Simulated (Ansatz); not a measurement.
Ba2Tl5V3O12:

```xyz
22
Lattice="9.9367 0.0000 0.0000 0.0000 9.9367 0.0000 0.0000 0.0000 6.6555" Properties=species:S:1:pos:R:3 pbc="T T T"
Ba    0.0000    4.9683    0.0000
Ba    4.9683    0.0000    0.0000
V     4.9683    4.9683    0.0000
V     4.9683    0.0000    3.3278
V     0.0000    4.9683    3.3278
Tl    0.0000    0.0000    3.3278
Tl    6.6895    3.2472    3.0625
Tl    3.2472    6.6895    3.0625
Tl    6.6895    6.6895    3.5930
Tl    3.2472    3.2472    3.5930
O     3.9596    5.9771    0.9752
O     5.9771    3.9596    0.9752
O     5.9771    5.9771    5.6804
O     3.9596    3.9596    5.6804
O     5.9579    0.9015    2.2349
O     3.9787    0.9015    4.4207
O     5.9579    9.0352    4.4207
O     3.9787    9.0352    2.2349
O     0.9015    5.9579    2.2349
O     0.9015    3.9787    4.4207
O     9.0352    5.9579    4.4207
O     9.0352    3.9787    2.2349
```

The cell was built by a generator and needn't be a form met in nature.

| Item | Value |
| --- | --- |
| Program | Ansatz 0.2.0 |
| Task | relaxation of cell and atoms |
| Functional | r2SCAN |
| Potentials or basis | Ansatz PAW |
| Cutoff | 500 eV (not typed: the program's choice for these potentials) |
| k mesh | 2 × 2 × 3 |
| Occupations | fermi-dirac, width 0.05 eV |
| Spin | collinear spin, ferromagnetic start |
| Starting moments | [0.0, 0.0, 2.0, 2.0, 2.0, 0.0, 0.0, 0.0, 0.0, 0.0, 0.0, 0.0, 0.0, 0.0, 0.0, 0.0, 0.0, 0.0, 0.0, 0.0, 0.0, 0.0] μB |

At the start: volume 29.87 Å³/atom.

Problem. How do energy, volume and symmetry change on relaxing?

Solution. It ends after 6 steps and the volume is 27.90 Å³/atom (-6.6 %); space group P-42m (No. 111, to 0.05 Å); moment 0.00 μB per cell.

The path:
```tsv
step	energy change (eV)	largest force (eV/Å)	volume (Å³)
1	0.0000	0.4186	657.15
2	-0.1325	0.2251	623.01
3	-0.1632	0.0780	617.56
4	-0.1677	0.0437	616.21
5	-0.1700	0.0065	613.87
6	-0.1603	0.0053	613.87
```

Final structure:
```
CELL_PARAMETERS angstrom
9.60979 0.00000 0.00000
0.00000 9.60979 0.00000
0.00000 0.00000 6.64731
ATOMIC_POSITIONS crystal
Ba 0.00000 0.50000 0.00000
Ba 0.50000 0.00000 0.00000
V 0.50000 0.50000 0.00000
V 0.50000 0.00000 0.50000
V 0.00000 0.50000 0.50000
Tl 0.00000 0.00000 0.50000
Tl 0.67038 0.32962 0.46516
Tl 0.32962 0.67038 0.46516
Tl 0.67038 0.67038 0.53484
Tl 0.32962 0.32962 0.53484
O 0.39568 0.60432 0.14598
O 0.60432 0.39568 0.14598
O 0.60432 0.60432 0.85402
O 0.39568 0.39568 0.85402
O 0.60305 0.09242 0.33727
O 0.39695 0.09242 0.66273
O 0.60305 0.90758 0.66273
O 0.39695 0.90758 0.33727
O 0.09242 0.60305 0.33727
O 0.09242 0.39695 0.66273
O 0.90758 0.60305 0.66273
O 0.90758 0.39695 0.33727
```

Caveat: the magnetic or orbital state may not be the lowest; the plane-wave basis is chosen anew once the cell has moved, so the energies of steps on either side of that aren't comparable; the PAW data sets come from PBE, with cores solved anew for the run's functional, which leaves a small shift of forces and pressure; the starting moments weren't kept.
